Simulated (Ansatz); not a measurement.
I need a polarisability from point charges of CBrClI, SMILES Cl[C](Br)I. Use Ansatz 0.2.0, Python API. Use (for the species named): PBE0, def2-SVP basis, multiplicity 2, D4 dispersion.

```yaml
atoms:
  - { symbol: Cl, position_ang: [-1.5863, 0.1732, 0.6729] }
  - { symbol: C, position_ang: [-0.0536, 0.0306, 0.0259] }
  - { symbol: Br, position_ang: [1.1235, 1.4352, 0.1179] }
  - { symbol: I, position_ang: [0.5719, -1.6993, -0.8369] }
```

`field_cbrcli.py`
```python
"""Response of CBrClI to a pair of distant point charges."""

import ansatz as az
from ase import Atoms
import numpy as np

atoms = Atoms(["Cl", "C", "Br", "I"], positions=[
    (-1.5863, 0.1732, 0.6729),
    (-0.0536, 0.0306, 0.0259),
    (1.1235, 1.4352, 0.1179),
    (0.5719, -1.6993, -0.8369),
])
system = az.Crystal.molecule_from_ase(atoms)

base = (
    system.calculation()
    .basis(gaussian="def2-SVP")
    .functional("pbe0", dispersion="d4")  # exchange and correlation
    .spin("collinear", total=1)
    .forces()
)
# charges +q and -q at -R and +R make a nearly even field 2 k q / R^2 at the centre
centre = np.mean([site.position_ang for site in system.cartesian_sites], axis=0)
field = 2 * 14.399645 * 2.0 / 40.0 ** 2


def dipole(axis, sign):
    arm = 40.0 * np.eye(3)[axis]
    pair = [{"charge": sign * 2.0, "position_ang": (centre - arm).tolist()}, {"charge": -sign * 2.0, "position_ang": (centre + arm).tolist()}]
    deck = base.input().set(az.key.basis.gaussian.point_charges, pair)
    return np.array(az.Session.from_dict(deck).plan().execute().report["charge_distribution"]["dipole_moment_e_ang"])


print(f"field {field:.4f} V/A")
alpha = np.array([(dipole(axis, 1) - dipole(axis, -1)) / (2 * field) * 14.399645 for axis in range(3)])
print("polarisability tensor (A^3)")
print(np.array2string(alpha, precision=3, suppress_small=True))
print(f"mean {np.trace(alpha) / 3:.3f} A^3 = {np.trace(alpha) / 3 / 0.14818471:.2f} bohr^3")
```

```console
$ python field_cbrcli.py
field 0.0360 V/A
polarisability tensor (A^3)
[[ 8.722  0.285 -1.292]
 [ 0.284 10.762  2.014]
 [-1.289  2.006  6.229]]
mean 8.571 A^3 = 57.84 bohr^3
```

What to keep in mind:
- The geometry is a force-field or estimated start, not a minimum of this method, and the basis set is short of its limit. The field of two point charges is only nearly even.
- def2 sets replace the cores of elements past krypton by effective core potentials.
- The species is open-shell (spin multiplicity 2).
- Without diffuse functions polarisabilities are unreliable, as a rule too low, and they change with the bond lengths of this unrelaxed start.
- Timing: 47 s on 1 thread of Arm Neoverse V1, on a shared host, peak memory 0.38 GiB.

(Lines on the test bed's own set-up are left out of the output.)
